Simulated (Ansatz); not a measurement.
# C2H6AlCl2F: the cost of one run

All numbers below are computed with Ansatz 0.2.0 (UHF/6-31G).

## Step 1: The system as given

Bond lengths: Al1–C2 2.292 Å, C2–C3 1.537 Å, Al1–Cl4 2.019 Å, Al1–Cl5 2.017 Å, Al1–H6 1.769 Å, Al1–F7 2.110 Å, C2–H8 1.103 Å, C2–H9 1.092 Å, C3–H10 1.089 Å, C3–H11 1.088 Å, C3–H12 1.089 Å. Angles (14 of 22 angles, heavy atoms first): Al1–C2–C3 120.4°, C2–Al1–Cl4 104.9°, C2–Al1–Cl5 116.7°, C2–Al1–F7 72.4°, Cl4–Al1–Cl5 129.8°, Cl4–Al1–F7 115.0°, Cl5–Al1–F7 103.7°, Al1–C2–H8 85.6°, Al1–C2–H9 122.7°, C3–C2–H8 106.9°, C3–C2–H9 110.1°, C2–Al1–H6 37.5°, Cl4–Al1–H6 117.6°, Cl5–Al1–H6 112.5°.

Coordinates:

```xyz
12

Al   -0.9296    1.5565   -0.0212
C     0.6307   -0.0747   -0.4164
C     0.3665   -1.5250    0.0184
Cl   -2.6816    0.7554   -0.6260
Cl   -0.2861    3.4662   -0.1018
H     0.2220    0.4894    0.7941
F    -0.2348    0.8719    1.8501
H     0.3219    0.0044   -1.4723
H     1.7040    0.1252   -0.4252
H     0.8011   -2.2394   -0.6798
H     0.7903   -1.7137    1.0024
H    -0.7043   -1.7163    0.0777
```

## Step 2: Run 1

150 steps of 0.5 fs at constant energy, with velocities drawn for 1000 K.

input.yaml

```yaml
crystal:
  periodic: [false, false, false]
  atoms:
    - { symbol: Al, position_ang: [-0.9296, 1.5565, -0.0212] }
    - { symbol: C, position_ang: [0.6307, -0.0747, -0.4164] }
    - { symbol: C, position_ang: [0.3665, -1.525, 0.0184] }
    - { symbol: Cl, position_ang: [-2.6816, 0.7554, -0.626] }
    - { symbol: Cl, position_ang: [-0.2861, 3.4662, -0.1018] }
    - { symbol: H, position_ang: [0.222, 0.4894, 0.7941] }
    - { symbol: F, position_ang: [-0.2348, 0.8719, 1.8501] }
    - { symbol: H, position_ang: [0.3219, 0.0044, -1.4723] }
    - { symbol: H, position_ang: [1.704, 0.1252, -0.4252] }
    - { symbol: H, position_ang: [0.8011, -2.2394, -0.6798] }
    - { symbol: H, position_ang: [0.7903, -1.7137, 1.0024] }
    - { symbol: H, position_ang: [-0.7043, -1.7163, 0.0777] }
magnetization:
  spin_polarized: true
basis:
  gaussian: { orbitals: "6-31G" }
hamiltonian:
  xc: hf
md:
  timestep: 0.5
  n_steps: 150
  ensemble: nve
  temperature: 1000.0
  initial_velocities: maxwell_boltzmann
  seed: 706790
```

On the command line:

```bash
$ ansatz run input.yaml --threads 1 --pin off --max-ram 2048MiB --backend cpu --events-out ev --progress --plain --runs-dir out
```

What time and memory should one allow on 1 thread of Intel Xeon Platinum 8375C at 2.90GHz (Ice Lake), shared host?

About 9.2 min, with a peak of 0.3 GiB.
